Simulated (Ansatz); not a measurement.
# Ir: energy and stress against strain

The task, for Ir: see how energy and stress answer to the strain pattern (0, 0, 1, 0, 0, 0).

Computed with Ansatz 0.2.0 (DFT PBEsol, scalar-relativistic, plane waves, PAW, unless a step's input says otherwise).

## 1. The structure to begin with

Symmetry: Fm-3m, No. 225, cubic system. Conventional cell: a = 3.839 Å, b = 3.839 Å, c = 3.839 Å, α = 90.00°, β = 90.00°, γ = 90.00°. Ir (site symmetry m-3m) has 12 Ir at 2.71 Å in its first shell of neighbours.

Coordinates:

```
CELL_PARAMETERS angstrom
0.00000 1.91970 1.91970
1.91970 0.00000 1.91970
1.91970 1.91970 0.00000
ATOMIC_POSITIONS crystal
Ir 0.00000 0.00000 0.00000
```

No relaxation comes first: the listed cell is the starting point.

## 2. The reference cell

The reference gives a free energy of -11799.0361 eV, pressure -2.58 GPa, largest force 0.000 eV/Å and gap on the mesh none (metal). It was computed beforehand with the settings of the runs below.

## 3. The scan: energy and stress against strain

The cell is strained by ε times the Voigt pattern (0, 0, 1, 0, 0, 0) (xx, yy, zz, yz, xz, xy; engineering shear), with fractional coordinates fixed (clamped ions). The stress on the pattern is the sum of the stress components weighted by it, tension positive.

## 4. ε = -0.0600

input.yaml

```yaml
crystal:
  lattice:
    - [0.0, 1.9197, 1.804518]
    - [1.9197, 0.0, 1.804518]
    - [1.9197, 1.9197, 0.0]
  atoms:
    - { symbol: Ir, position: [0.0, 0.0, 0.0] }
basis:
  ecutwfc: 420
kpoints:
  mp_grid: { grid: [22, 22, 22] }
hamiltonian:
  xc: pbesol
scf:
  occupations: { method: gaussian, width: 0.15 }
output:
  forces: true
  stress: true
  eigenvalues: true
```

The run is started by

```
ansatz run input.yaml --threads 1 --pin off --max-ram 2560MiB --backend cpu --events-out ev --progress --plain --runs-dir out
```

## 5. At ε = 0.0450

input.yaml, as its differences from that of step 4:

```diff
@@ -2,4 +2,4 @@
   lattice:
-    - [0.0, 1.9197, 1.804518]
-    - [1.9197, 0.0, 1.804518]
+    - [0.0, 1.9197, 2.0060865]
+    - [1.9197, 0.0, 2.0060865]
     - [1.9197, 1.9197, 0.0]
```

## 6. At ε = -0.0300

input.yaml, as its differences from that of step 5:

```diff
@@ -2,4 +2,4 @@
   lattice:
-    - [0.0, 1.9197, 2.0060865]
-    - [1.9197, 0.0, 2.0060865]
+    - [0.0, 1.9197, 1.862109]
+    - [1.9197, 0.0, 1.862109]
     - [1.9197, 1.9197, 0.0]
```

## 7. Point ε = 0.0150

input.yaml, as its differences from that of step 6:

```diff
@@ -2,4 +2,4 @@
   lattice:
-    - [0.0, 1.9197, 1.862109]
-    - [1.9197, 0.0, 1.862109]
+    - [0.0, 1.9197, 1.9484955]
+    - [1.9197, 0.0, 1.9484955]
     - [1.9197, 1.9197, 0.0]
```

## 8. ε = 0.0600

input.yaml, as its differences from that of step 7:

```diff
@@ -2,4 +2,4 @@
   lattice:
-    - [0.0, 1.9197, 1.9484955]
-    - [1.9197, 0.0, 1.9484955]
+    - [0.0, 1.9197, 2.034882]
+    - [1.9197, 0.0, 2.034882]
     - [1.9197, 1.9197, 0.0]
@@ -19 +19,5 @@
   eigenvalues: true
+  write_density: true
+  write_potential: true
+  elf: true
+  volumetric_format: npy
```

## 9. Point ε = -0.0450

input.yaml

```yaml
crystal:
  lattice:
    - [0.0, 1.9197, 1.8333135]
    - [1.9197, 0.0, 1.8333135]
    - [1.9197, 1.9197, 0.0]
  atoms:
    - { symbol: Ir, position: [0.0, 0.0, 0.0] }
basis:
  ecutwfc: 420
kpoints:
  mp_grid: { grid: [22, 22, 22] }
hamiltonian:
  xc: pbesol
scf:
  occupations: { method: gaussian, width: 0.15 }
output:
  forces: true
  stress: true
  eigenvalues: true
```

## 10. Point ε = 0.0300

input.yaml, as its differences from that of step 9:

```diff
@@ -2,4 +2,4 @@
   lattice:
-    - [0.0, 1.9197, 1.8333135]
-    - [1.9197, 0.0, 1.8333135]
+    - [0.0, 1.9197, 1.977291]
+    - [1.9197, 0.0, 1.977291]
     - [1.9197, 1.9197, 0.0]
```

## 11. ε = -0.0150

input.yaml, as its differences from that of step 10:

```diff
@@ -2,4 +2,4 @@
   lattice:
-    - [0.0, 1.9197, 1.977291]
-    - [1.9197, 0.0, 1.977291]
+    - [0.0, 1.9197, 1.8909045]
+    - [1.9197, 0.0, 1.8909045]
     - [1.9197, 1.9197, 0.0]
```

## 12. At ε = 0.0525

input.yaml, as its differences from that of step 11:

```diff
@@ -2,4 +2,4 @@
   lattice:
-    - [0.0, 1.9197, 1.8909045]
-    - [1.9197, 0.0, 1.8909045]
+    - [0.0, 1.9197, 2.02048425]
+    - [1.9197, 0.0, 2.02048425]
     - [1.9197, 1.9197, 0.0]
```

(Steps that only read results are left out.)

Q: Predict the outcome of this session. Wanted: slope of the stress at ε = 0, over ±0.0150.

As calculated:

```
                                  quantity    value
slope of the stress at ε = 0, over ±0.0150  623 GPa
```

**Reading.** From the stress slope, C33 is about 623 GPa with the ions clamped. The reference stands under -2.6 GPa, so this is no zero-stress constant. No sampled point lies below the undisturbed cell. The runs treat Ir without spin-orbit coupling.
